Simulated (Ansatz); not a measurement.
**MnSb (rocksalt): exchange couplings and spin waves**

How strongly are the moments of MnSb (rocksalt) coupled, and at what temperature would they order? The start comes from a prototype table, not from a measured structure.

Method: DFT PBEsol, scalar-relativistic, plane waves, PAW, in Ansatz 0.2.0.

3 further runs of the same task are left out: 3 set aside as unsound or not needed. Runs told in other sessions of the task aren't counted.

## Step 1: Starting point

It takes space group Fm-3m (No. 225, cubic). Conventional cell: a = 5.470 Å, b = 5.470 Å, c = 5.470 Å, α = 90.00°, β = 90.00°, γ = 90.00°. Around Mn (site symmetry m-3m) lie 6 Sb at 2.73 Å. Sb (site symmetry m-3m) is surrounded by 6 Mn at 2.73 Å.

As a file:

```cif
data_structure
_symmetry_space_group_name_H-M 'P 1'
_symmetry_Int_Tables_number 1
_cell_length_a 3.8677
_cell_length_b 3.8677
_cell_length_c 3.8677
_cell_angle_alpha 60.000
_cell_angle_beta 60.000
_cell_angle_gamma 60.000
_cell_volume 40.91
loop_
_atom_site_label
_atom_site_type_symbol
_atom_site_fract_x
_atom_site_fract_y
_atom_site_fract_z
_atom_site_occupancy
Mn1 Mn 0.50000 0.50000 0.50000 1
Sb1 Sb 0.00000 0.00000 0.00000 1
```

An earlier run at PBEsol left this cell at 20.455 Å³/atom and -0.04 GPa (12×12×12 mesh), no gap, spin moments in the atoms' spheres Mn 3.65; Sb -0.07 μB.

## Step 2: Exchange couplings, spin waves and anisotropy by the force theorem

Contents of input.yaml:

```yaml
crystal:
  lattice:
    - [0.0, 2.7348463706, 2.7348463706]
    - [2.7348463706, 0.0, 2.7348463706]
    - [2.7348463706, 2.7348463706, 0.0]
  atoms:
    - { symbol: Mn, position: [0.5, 0.5, 0.5], spin: 4.01 }
    - { symbol: Sb, position: [0.0, 0.0, 0.0] }
basis:
  ecutwfc: 420
  ecutrho_ratio: 4
kpoints:
  mp_grid: { grid: [10, 10, 10] }
  band_path:
    path:
      - [[0.0, 0.0, 0.0], [0.5, 0.0, 0.5], [0.625, 0.25, 0.625]]
      - [[0.375, 0.375, 0.75], [0.0, 0.0, 0.0], [0.5, 0.5, 0.5], [0.5, 0.25, 0.75], [0.5, 0.0, 0.5]]
    npoints: 6
hamiltonian:
  xc: pbesol
scf:
  occupations: { method: gaussian, width: 0.05 }
  lower_state_search: "off"
output:
  forces: true
  stress: true
  eigenvalues: true
  populations: true
  eigenstates:
    nscf_kmesh: { grid: [10, 10, 10] }
    top_band: c34
    exchange_couplings: { magnetic: [{ site: 0 }] }
    magnetocrystalline_anisotropy: {}
magnetization:
  spin_polarized: true
checkpoint:
  read: start.run
  write: ck
  compress: false
  write_wavefunctions: false
  write_every: 100000
```

The run starts from a saved state of the same cell, the folder start.run.

Started as:

```console
> ansatz run input.yaml --threads 4 --pin off --max-ram 9216MiB --backend cpu --events-out ev --progress --plain --runs-dir out
```

Q: Predict the outcome of this session. Wanted: strongest shell; highest spin wave on the path; mean-field ordering temperature; ordering temperature, random-phase; anisotropy.

As calculated:

```
                                      quantity                                value
                               strongest shell  Mn–Mn at 5.47 Å, J = 15.735 meV × 6
                 highest spin wave on the path                            250.0 meV
               mean-field ordering temperature      997 K at q = (0.00, 0.00, 0.00)
ordering temperature, random-phase (Tyablikov)                                795 K
                                    anisotropy                         not resolved
```

What this shows: The shell that weighs most is Mn–Mn at 5.47 Å and favours parallel moments. No spin-wave energy is negative on the path. For classical moments, mean-field theory puts the ordering at 997 K and the random-phase form, which counts the spin waves, at 795 K. The couplings belong to the order typed, which need not be the compound's real one. The anisotropy, 0.0014 meV per cell, is smaller than its spread over meshes, so no easy axis is named. Spin–orbit coupling enters the anisotropy alone, not the self-consistent state or the couplings.
